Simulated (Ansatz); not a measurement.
## C2H8OSi2, SMILES CC(=O)[SiH2][SiH3]: a single point in a Gaussian basis

Program: Ansatz 0.2.0 through its Python package.

`c2h8osi2.xyz`
```text
13

C    -2.03810    0.29240    0.53180
C    -0.96680    0.66460   -0.41760
O    -1.14690    0.92510   -1.61850
Si    0.86310    0.70610    0.25460
Si    1.84070   -1.19200   -0.55950
H    -2.13750    1.09170    1.32340
H    -1.92460   -0.66290    0.93910
H    -2.99430    0.37590   -0.03570
H     0.76940    0.67110    1.79320
H     1.53560    1.93460   -0.09580
H     1.98040   -1.16640   -2.00000
H     1.09090   -2.39310   -0.13860
H     3.14850   -1.28180    0.03850
```

The script, `run_energy.py`:
```python
"""Single point of C2H8OSi2."""

import sys

import ansatz as az
import numpy as np
import pandas as pd

geometry = az.Crystal.molecule_from_extxyz("c2h8osi2.xyz")

setup = geometry.calculation().basis(gaussian="cc-pVDZ").functional("pbe").forces()
print(setup.to_yaml())
try:
    rep = setup.run(threads=1, pin="off").report
except az.AnsatzError as error:
    sys.exit(f"{type(error).__name__}: {error}")

for key in ("converged", "free_energy_ev", "reference_energy_ev", "n_frozen", "n_occupied", "n_virtual"):
    print(f"{key:22s} {rep[key]}")

symbols = [site.symbol for site in geometry.cartesian_sites]
print("forces (eV/A)")
for symbol, f in zip(symbols, rep["forces_ev_ang"]):
    print(f"  {symbol:2s} {f[0]:9.4f} {f[1]:9.4f} {f[2]:9.4f}")

charges = rep["charge_distribution"]
table = pd.DataFrame({"atom": symbols, "mulliken": charges["mulliken_charges_e"], "lowdin": charges["lowdin_charges_e"]})
print(table.round(3).to_string())
print("dipole (e A):", np.round(charges["dipole_moment_e_ang"], 4) + 0.0)
```

```console
$ python run_energy.py
crystal:
  periodic: [false, false, false]
  atoms:
    - { symbol: C, position_ang: [-2.0381, 0.2924, 0.5318] }
    - { symbol: C, position_ang: [-0.9668, 0.6646, -0.4176] }
    - { symbol: O, position_ang: [-1.1469, 0.9251, -1.6185] }
    - { symbol: Si, position_ang: [0.8631, 0.7061, 0.2546] }
    - { symbol: Si, position_ang: [1.8407, -1.192, -0.5595] }
    - { symbol: H, position_ang: [-2.1375, 1.0917, 1.3234] }
    - { symbol: H, position_ang: [-1.9246, -0.6629, 0.9391] }
    - { symbol: H, position_ang: [-2.9943, 0.3759, -0.0357] }
    - { symbol: H, position_ang: [0.7694, 0.6711, 1.7932] }
    - { symbol: H, position_ang: [1.5356, 1.9346, -0.0958] }
    - { symbol: H, position_ang: [1.9804, -1.1664, -2.0] }
    - { symbol: H, position_ang: [1.0909, -2.3931, -0.1386] }
    - { symbol: H, position_ang: [3.1485, -1.2818, 0.0385] }
basis:
  gaussian:
    orbitals: cc-pVDZ
hamiltonian:
  xc: pbe
output:
  forces: true

converged              True
free_energy_ev         -19992.32801246466
reference_energy_ev    -19992.32801246466
n_frozen               0
n_occupied             [28, 28]
n_virtual              [90, 90]
forces (eV/A)
  C    -1.8994    2.9225   -0.8927
  C     0.9519    0.5242   -1.3336
  O    -0.1195   -0.2178    0.9335
  Si   -1.0033   -0.4196    1.1894
  Si   -0.3301   -0.0658    0.3396
  H     0.3691   -0.6214   -0.1009
  H     0.3646   -2.0823    1.1484
  H    -0.0028   -0.3662    0.0831
  H     0.1858   -0.1034   -0.3706
  H     0.5537    0.9975   -0.4688
  H     0.0369    0.0348   -1.1465
  H    -0.3996   -0.4394    0.1277
  H     1.2927   -0.1630    0.4915
   atom  mulliken  lowdin
0     C     0.009  -0.023
1     C    -0.056  -0.299
2     O    -0.192   0.183
3    Si     0.109   0.105
4    Si     0.075   0.133
5     H     0.071   0.051
6     H     0.057   0.016
7     H     0.038   0.023
8     H    -0.045  -0.043
9     H    -0.011  -0.036
10    H    -0.008  -0.034
11    H    -0.024  -0.036
12    H    -0.023  -0.041
dipole (e A): [-0.0412 -0.1046  0.3759]
```

Reading the output:
- Total energies depend on the basis set; only differences at equal settings carry meaning.
- The geometry is a force-field or estimated start, not a minimum of this method, and the basis set is short of its limit.
- The Löwdin charges here are taken after orthogonalising the functions within each atom; they differ from plain Löwdin charges, and their signs can be unphysical.
- Hardware and time: 6.2 s on 1 thread of Arm Neoverse V1, with other jobs on the host, peak memory 0.27 GiB.
